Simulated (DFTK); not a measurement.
# HfIn4SiO6 (C2) in DFTK: reference runs

Reference runs on HfIn4SiO6: the cell as given.

All numbers are computed with DFTK 0.8.2; they aren't measurements. Logs are shortened: lines on timing, memory, paths and dates and some standing lists are left out, and cuts for length are marked.

## 1. The structure

Symmetry: C2, No. 5, monoclinic system. The conventional cell has a = 5.432 Å, b = 9.407 Å, c = 7.636 Å, α = 90.00°, β = 104.07°, γ = 90.00°. Hf (site symmetry 2) is surrounded by 6 O at 2.13 to 2.14 Å. In (site symmetry 2) has 2 O at 2.73 Å and 4 In at 3.12 Å as nearest neighbours. In (site symmetry 2) has 6 O at 2.23 Å as nearest neighbours. In (site symmetry 2) has 2 O at 2.73 Å and 3 In at 3.07 to 3.12 Å as nearest neighbours. In (site symmetry 2) is surrounded by 2 O at 2.73 Å and 3 In at 3.07 to 3.12 Å. Around Si (site symmetry 2) lie 6 O at 1.85 Å. O (site symmetry 1) has 1 Si at 1.85 Å as nearest neighbours. Around O (site symmetry 1) lie 1 Si at 1.85 Å.

The cell was built by a generator and needn't be a form met in nature.

## 2. Single point, PBE

File run.jl:

```julia
using DFTK
using PseudoPotentialData
using Unitful, UnitfulAtomic
using LinearAlgebra, Printf
include("save.jl")
setup_threading()

# lattice vectors are the columns
lattice = austrip(1u"Å") * [       2.71585        2.71585       -1.87915;
                 -4.70357        4.70357            0.0;
                  0.00833        0.00833        7.40127]
symbols   = [:Hf, :In, :In, :In, :In, :Si, :O, :O, :O, :O, :O, :O]
positions = [[0.78835, 0.21165, 0.0],
             [0.62175, 0.37825, 0.5],
             [0.45502, 0.54498, 0.0],
             [0.28407, 0.71593, 0.5],
             [0.95814, 0.04186, 0.5],
             [0.12168, 0.87832, 0.0],
             [0.06219, 0.11415, 0.86666],
             [0.88585, 0.93781, 0.13334],
             [0.7949, 0.53784, 0.86663],
             [0.46216, 0.2051, 0.13337],
             [0.15352, 0.62879, 0.13333],
             [0.37121, 0.84648, 0.86667]]
pseudopotentials = PseudoFamily("dojo.nc.sr.pbe.v0_4_1.standard.upf")
elements = Dict(s => ElementPsp(s, pseudopotentials) for s in unique(symbols))
atoms    = [elements[s] for s in symbols]

build_model(lattice, positions; symmetries=true) =
    model_DFT(lattice, atoms, positions;
              functionals=PBE(),
              temperature=austrip(0.05u"eV"),
              smearing=Smearing.FermiDirac(),
              symmetries)
Ecut  = 42.0  # hartree
kgrid = [6, 6, 4]
tol   = 1e-6
to_GPa = ustrip(uconvert(u"GPa", 1u"hartree/bohr^3"))

model = build_model(lattice, positions)
basis = PlaneWaveBasis(model; Ecut, kgrid)
display(basis)
scfres = self_consistent_field(basis;
                               tol,
                               nbandsalg=AdaptiveBands(model; n_bands_converge=65))
display(scfres.energies)
@printf "Fermi level: %.6f eV\n" ustrip(auconvert(u"eV", something(scfres.εF, NaN)))
forces = compute_forces_cart(scfres)
println("Forces (eV/Å)")
for (s, f) in zip(symbols, forces)
    @printf "%-3s %12.6f %12.6f %12.6f\n" s ustrip.(auconvert.(u"eV/Å", f))...
end
stress = compute_stresses_cart(scfres)
println("Stress (GPa)")
display(round.(stress * to_GPa; digits=4))
println("Levels at the first k-point (eV): ", round.(ustrip.(auconvert.(u"eV", scfres.eigenvalues[1][1:scfres.n_bands_converge])); digits=4))
save_scf!(scfres; forces, stress)
```

Potentials or basis: dojo.nc.sr.pbe.v0_4_1.standard.upf (PBE).

On the command line:

```sh
> julia --threads=4 run.jl  # save.jl only writes the numbers to a file and isn't shown; printed stress counts tension as positive; times include loading and compiling
```

Log:

```text
PlaneWaveBasis discretization:

    Ecut                 : 42.0 Ha
    fft_size             : (64, 64, 90), 368640 total points
    kgrid                : MonkhorstPack([6, 6, 4])
    num.   red. kpoints  : 144
    num. irred. kpoints  : 78

    Discretized Model(gga_x_pbe+gga_c_pbe, 3D):
        lattice (in Bohr)    : [5.13221   , 5.13221   , -3.55108  ]
                               [-8.88846  , 8.88846   , 0         ]
                               [0.0157414 , 0.0157414 , 13.9864   ]
        unit cell volume     : 1277 Bohr³

        atoms                : HfIn₄O₆Si
        pseudopot. family    : PseudoFamily("dojo.nc.sr.pbe.v0_4_1.standard.upf")

        num. electrons       : 104
        spin polarization    : none
        temperature          : 0.0018375 Ha
        smearing             : DFTK.Smearing.FermiDirac()

        terms                : Kinetic()
                               AtomicLocal()
                               AtomicNonlocal()
                               Ewald(nothing)
                               PspCorrection()
                               Hartree()
                               Xc(gga_x_pbe, gga_c_pbe)
                               Entropy()
n     Energy            log10(ΔE)   log10(Δρ)   Diag   Δtime
---   ---------------   ---------   ---------   ----   ------
  1   -425.2525774579                   -0.17   10.8     123s
  2   -425.9007971806       -0.19       -0.51    4.6    72.4s
  3   -425.9627914070       -1.21       -0.98    6.3    85.0s
  4   -425.9687264234       -2.23       -1.82    3.7    50.5s
  5   -425.9693550721       -3.20       -2.11    5.0    47.9s
  6   -425.9696008376       -3.61       -2.42    5.1    53.6s
  7   -425.9696612100       -4.22       -2.77    5.1    55.5s
  8   -425.9696727633       -4.94       -3.36    5.5    70.1s
  9   -425.9696731393       -6.42       -3.85    3.8    66.1s
 10   -425.9696732206       -7.09       -4.24    4.1    72.3s
 11   -425.9696732284       -8.11       -4.66    3.9    58.2s
 12   -425.9696732304       -8.70       -5.09    5.4    59.6s
 13   -425.9696732306       -9.58       -5.55    5.2    62.8s
 14   -425.9696732307      -10.98       -6.03    3.3    62.8s
Energy breakdown (in Ha):
    Kinetic             250.3908809
    AtomicLocal         -321.8632445
    AtomicNonlocal      -71.6109386
    Ewald               -277.2408980
    PspCorrection       13.8255721
    Hartree             101.8018628
    Xc                  -121.2720436
    Entropy             -0.0008644

    total               -425.969673230660
Fermi level: 6.935919 eV
Forces (eV/Å)
Hf     -0.000000     0.007071     0.000000
In      0.000000     0.004925     0.000000
In      0.000000     0.001496    -0.000000
In      0.000000    -0.006795     0.000000
In      0.000000     0.001084     0.000000
Si      0.000000     0.004373     0.000000
O      -0.044013     0.063262     0.052627
O       0.044013     0.063262    -0.052627
O      -0.032009    -0.075696     0.050587
O       0.032009    -0.075696    -0.050587
O      -0.072491     0.006178    -0.050076
O       0.072491     0.006178     0.050076
Stress (GPa)
3×3 StaticArraysCore.SMatrix{3, 3, Float64, 9} with indices SOneTo(3)×SOneTo(3):
  0.3623  0.0     -0.0065
  0.0     0.4338   0.0
 -0.0065  0.0      0.5002
Levels at the first k-point (eV): [-56.9516, -25.6841, -25.6841, -25.6679, -14.68, -13.2042, -13.1993, -12.4796, -12.3098, -12.298, -8.8017, -8.8012, -8.7558, -8.5531, -8.5473, -8.0379, -7.9288, -7.9234, -7.8564, -7.856, -7.8396, -7.8381, -7.772, -7.7718, -7.7537, -7.753, -7.6659, -7.6635, -7.6539, -7.6498, -3.0189, -1.6455, -0.8338, -0.8315, -0.0559, 0.1075, 0.5027, 0.5123, 1.1469, 1.2294, 1.2433, 2.1372, 2.3698, 2.4904, 2.7079, 2.8059, 2.8499, 3.2096, 3.3082, 6.0765, 6.2745, 6.5901, 6.7176, 6.8896, 6.9264, 7.4275, 7.8305, 8.7765, 9.1244, 9.1554, 11.1636, 12.1653, 12.6407, 12.6455, 12.8779]
```

Wall time 36 min (4 threads of Intel Xeon 6975P-C (Granite Rapids), shared host); peak memory 29 GiB.

Results:

- Free energy: -11591.2253 eV
- Pressure: -0.4 GPa
- Largest force: 0.097 eV/Å
- Band gap on the k mesh: none (metal or under the smearing width)

Forces in eV/Å, atoms in the order of the input:
```
Hf   0.000  0.007  0.000
In   0.000  0.005  0.000
In   0.000  0.001  0.000
In   0.000 -0.007  0.000
In   0.000  0.001  0.000
Si   0.000  0.004  0.000
O   -0.044  0.063  0.053
O    0.044  0.063 -0.053
O   -0.032 -0.076  0.051
O    0.032 -0.076 -0.051
O   -0.072  0.006 -0.050
O    0.072  0.006  0.050
```

The run has no spin-orbit coupling, so splittings on Hf are missing.
